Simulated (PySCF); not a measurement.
# C7H10O2: magnetic properties

Programs: PySCF 2.14.0, with routines of our own; each step states its level. All values are computed. Atoms count from 0.

## Step 1: The starting structure

19 atoms, charge 0, multiplicity 1; geometry from: GFN2-xTB.

## Step 2: Magnetic properties: GIAO PBE/pcSseg-1

Job settings and geometry (Å):

```
{"job": {"kind": "mag", "xc": "PBE", "basis": "pcSseg-1", "isotopologues": 0}, "charge": 0, "multiplicity": 1}
C     -3.459659     1.014147     1.175744
C     -3.146194    -0.173688     0.343746
C     -1.937986    -0.578507    -0.051605
C     -0.663511     0.076356     0.267430
O     -0.482479     1.047288     0.963059
O      0.343802    -0.586247    -0.350085
C      1.629350    -0.135067    -0.165586
C      2.655184    -0.722325    -0.760325
C      4.067031    -0.277850    -0.592269
H     -3.981815     0.698343     2.078872
H     -2.560418     1.555047     1.448782
H     -4.131663     1.674808     0.627683
H     -4.005020    -0.758475     0.032822
H     -1.829103    -1.460798    -0.665573
H      1.721852     0.719316     0.493396
H      2.480833    -1.569795    -1.407820
H      4.480096     0.031889    -1.552060
H      4.678595    -1.099542    -0.220746
H      4.131300     0.554350     0.103609
```

Method: GIAO PBE/pcSseg-1 magnetisability, rotational g tensor and spin-rotation constants, non-relativistic, gas phase.

Launch:

```sh
> OMP_NUM_THREADS=1 python excited_run.py task.json out
```

This one command runs all jobs of the session in turn.

**Question.** How long does this first job take on 1 thread of Arm Neoverse N1, shared host, and how much memory does it need?

About 84 s, with a peak of 0.76 GiB.
